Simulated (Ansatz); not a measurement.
## Cu₃Te₂, space group P4mm: a charge-density difference against the sublattices, step by step

With the Python package of Ansatz (0.2.0).

Typed at the interpreter:
```pycon
>>> import warnings
>>> import ansatz as az
>>> import numpy as np
>>> VECTORS = np.array([
...     [4.04873, 0.0, 0.0],
...     [0.0, 4.04873, 0.0],
...     [0.0, 0.0, 5.96329],
... ])
>>> SITES = [
...     ("Cu", (0.5, 0.0, 0.99346)),
...     ("Cu", (0.0, 0.5, 0.99346)),
...     ("Cu", (0.0, 0.0, 0.27214)),
...     ("Te", (0.0, 0.0, 0.72113)),
...     ("Te", (0.5, 0.5, 0.28981)),
... ]
>>> def on_lattice(cell):
...     crystal = az.Crystal(lattice=az.Lattice.of(cell))
...     for symbol, position in SITES:
...         crystal = crystal.atom(symbol, position)
...     return crystal
...
>>> warnings.simplefilter("ignore", az.DeckWarning)
>>> def solve(crystal):
...     return (
...         crystal.calculation()
...         .occupations("fermi_dirac", width=0.15)
...         .functional("lda")
...         .basis(460, grid_basis="typed")
...         .kpoints(6, 6, 4)
...         .density()
...         .run(threads=1)
...     )
...
>>> whole = solve(on_lattice(VECTORS))
>>> difference = whole.density().channels[0].density_e_per_ang3.copy()
>>> binding = whole.report["free_energy_ev"]
>>> for element in ["Cu", "Te"]:
...     part = az.Crystal(lattice=az.Lattice.of(VECTORS))
...     for symbol, position in SITES:
...         if symbol == element:
...             part = part.atom(symbol, position)
...     alone = solve(part)
...     difference -= alone.density().channels[0].density_e_per_ang3
...     binding -= alone.report["free_energy_ev"]
...     print(f"{element} sublattice: {alone.report['n_electrons']:g} electrons, {alone.report['n_iterations']} iterations")
...
Cu sublattice: 57 electrons, 9 iterations
Te sublattice: 32 electrons, 6 iterations
>>> voxel = abs(np.linalg.det(VECTORS)) / difference.size
>>> print(f"energy of the crystal less its unpolarised sublattices: {binding / len(SITES):.4f} eV/atom")
energy of the crystal less its unpolarised sublattices: -1.6396 eV/atom
>>> print(f"net charge of the difference {difference.sum() * voxel:.5f} e, charge rearranged {0.5 * np.abs(difference).sum() * voxel:.3f} e")
net charge of the difference -0.00000 e, charge rearranged 0.701 e
>>> print(f"extremes {difference.min():.4f} and {difference.max():.4f} e/A^3")
extremes -0.2003 and 0.0815 e/A^3
>>> for (symbol, position) in SITES:
...     index = tuple(int(round(p * n)) % n for p, n in zip(position, difference.shape))
...     print(f"  change of the pseudo-density at the grid point nearest {symbol}: {difference[index]:+.4f} e/A^3")
...
  change of the pseudo-density at the grid point nearest Cu: -0.1899 e/A^3
  change of the pseudo-density at the grid point nearest Cu: -0.1899 e/A^3
  change of the pseudo-density at the grid point nearest Cu: -0.1645 e/A^3
  change of the pseudo-density at the grid point nearest Te: +0.0198 e/A^3
  change of the pseudo-density at the grid point nearest Te: +0.0223 e/A^3
>>> profile = difference.mean(axis=(0, 1))
>>> print("planar mean along the third vector:", np.round(profile[:: max(len(profile) // 12, 1)], 4))
planar mean along the third vector: [-0.0071 -0.0079  0.0016 -0.0019 -0.0051 -0.0001  0.0073  0.0049 -0.0012
 -0.0059 -0.0055  0.0045  0.0144  0.0114 -0.009 ]
```

Notes:
- The mesh is modest for a metal, so energies can be off by several to tens of meV an atom and pressures by half a GPa or more; differences at equal mesh fare better.
- Densities and potentials on the grid are those of the valence electrons, and inside the cores they hang on the potentials used.
- The structure comes from a database of computed cells and needn't be a stable or known phase.
- Charge moved counts every rearrangement, bonding and polarisation too, and is no transfer between atoms; the bare sublattices are artificial references. Values near the nuclei depend on the potentials.
- Timing: 29 s on 1 thread of Arm Neoverse V1, with other jobs on the host, peak memory 0.45 GiB.
